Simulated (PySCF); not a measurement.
Molecule: OAlS2H3, in a box.

```
O Al S H
1.0
    14.00000    0.00000    0.00000
     0.00000   10.00000    0.00000
     0.00000    0.00000   13.00000
O Al S H
1 1 2 3
Direct
  0.38056 0.52167 0.53990
  0.49814 0.50627 0.51495
  0.59132 0.50503 0.64863
  0.54829 0.48914 0.35660
  0.33106 0.52382 0.48939
  0.67080 0.49173 0.59160
  0.64067 0.48038 0.38368
```

Base run:

| Property | Result |
| --- | --- |
| Program | PySCF 2.14.0 |
| Functional | PBE0 |
| Potentials or basis | cc-pvdz (all-electron) |
| k mesh | 1 × 1 × 1 |
| Occupations | fixed |
| Spin | no spin polarisation |

Its results: gap between the frontier levels 7.27 eV.

**Question.** The run is repeated on the same cell with these changes: functional from PBE0 to PBE. What comes out?

**Answer.** Gap between the frontier levels 5.14 eV.

PBE0 gives the wider gap, since exact exchange removes part of the self-interaction.

Caveats: this is a molecule in a periodic box at the Γ point, so its band gap is the HOMO-LUMO gap; the basis of atomic orbitals isn't converged, which shifts pressures, moduli and gaps.

